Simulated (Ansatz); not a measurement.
# CH2O2Se: the cost of one run

Program: Ansatz 0.2.0, Gaussian basis. Level of theory: the settings change from run to run. These are calculated values, not measurements.

## Step 1: The geometry

The structure was relaxed beforehand with PBE0-D4 in a triple-zeta def2 set.

SMILES `O=C(O)[SeH]`, 6 atoms, charge 0, spin multiplicity 1.

Atoms are counted from 1 here; the program's logs count them from 0.

Bond lengths: O1–C2 1.192 Å, C2–O3 1.339 Å, C2–Se4 1.921 Å, O3–H5 0.969 Å, Se4–H6 1.466 Å. Angles: O1–C2–O3 125.1°, O1–C2–Se4 126.5°, O3–C2–Se4 108.4°, C2–O3–H5 106.8°, C2–Se4–H6 91.4°.

Coordinates:

```mol
CH2O2Se
  3D, bonds by distance, orders not assigned

  6  5  0  0  0  0  0  0  0  0999 V2000
   -0.2769   -0.6633    1.1382 O   0  0
    0.1110   -0.1541    0.1329 C   0  0
    1.3224   -0.3393   -0.4055 O   0  0
   -0.8727    1.0587   -0.9866 Se  0  0
    1.7970   -0.9525    0.1756 H   0  0
   -2.0387    0.9864   -0.1008 H   0  0
  1  2  8  0
  2  3  8  0
  2  4  8  0
  3  5  8  0
  4  6  8  0
M  END
```

## Step 2: wPBEh/def2-TZVPD

Set apart from the defaults: a point charge of -1.00 e beside it.

The input, in.yaml:

```yaml
crystal:
  periodic: [false, false, false]
  atoms:
    - {symbol: O, position_ang: [-0.276893, -0.663286, 1.138194]}
    - {symbol: C, position_ang: [0.111034, -0.154141, 0.132917]}
    - {symbol: O, position_ang: [1.322417, -0.339305, -0.405539]}
    - {symbol: Se, position_ang: [-0.872655, 1.058745, -0.986559]}
    - {symbol: H, position_ang: [1.796971, -0.952495, 0.175612]}
    - {symbol: H, position_ang: [-2.038674, 0.986383, -0.100824]}
basis:
  gaussian: {orbitals: def2-TZVPD, point_charges: [{charge: -1.00, position_ang: [6.349, 0.939, 0.114]}]}
hamiltonian: {xc: {name: wPBEh}}
output: {forces: true}
```

Launch:

```
$ ansatz run in.yaml --threads 2 --pin off --events-out ev --progress --plain --max-ram 4352MiB
```

Q: Estimate wall time and peak memory on 2 threads of Intel Xeon Platinum 8259CL at 2.50GHz, shared host.

About 6.5 s, with a peak of 0.49 GiB.
